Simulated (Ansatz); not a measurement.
# Ag (sc type): a single-point run

Aim: a sound single-point run of Ag (sc type).

Program: Ansatz 0.2.0. Level of theory: DFT, PBEsol, PAW with Ansatz's default frozen-core files, scalar-relativistic. These are calculated values, not measurements.

1 further run of the same task is left out (it didn't finish). Runs told in other sessions of the task aren't counted.

### 1 The starting structure

The structure is cubic, space group Pm-3m (No. 221). Conventional cell: a = 2.159 Å, b = 2.159 Å, c = 2.159 Å, α = 90.00°, β = 90.00°, γ = 90.00°. Ag (site symmetry m-3m) has 6 Ag at 2.16 Å in its first shell of neighbours.

As a file:

```
CELL_PARAMETERS angstrom
2.15942 0.00000 0.00000
0.00000 2.15942 0.00000
0.00000 0.00000 2.15942
ATOMIC_POSITIONS crystal
Ag 0.00000 0.00000 0.00000
```

### 2 The calculation

input.yaml

```yaml
crystal:
  lattice:
    - [2.1594208319, 0.0, 0.0]
    - [0.0, 2.1594208319, 0.0]
    - [0.0, 0.0, 2.1594208319]
  atoms:
    - { symbol: Ag, position: [0.0, 0.0, 0.0] }
kpoints:
  mp_grid: { grid: [16, 16, 16] }
scf:
  occupations: { method: fermi_dirac, width: 0.05 }
  convergence: { dr2_threshold: 1.0e-20 }
  max_iter: 80
hamiltonian:
  xc: pbesol
  pseudopotentials: { kind: paw }
output:
  forces: true
  stress: true
  eigenvalues: true
  populations: true
```

Command:

```sh
$ ansatz run input.yaml --threads 1 --pin off --max-ram 2048MiB --backend cpu --events-out ev --progress --plain --runs-dir out
```

What happens when this is run?

This run ends as converged. It gives a pressure of 340 GPa, which is large; a structure far from rest gives such values too, whatever the setting.

In the input, scf.convergence.dr2_threshold is 1.0e-20. What could go wrong: threshold needlessly tight. Once met, so tight a threshold does no harm; it costs cycles.

The test: delete scf.convergence.dr2_threshold (the default then holds).
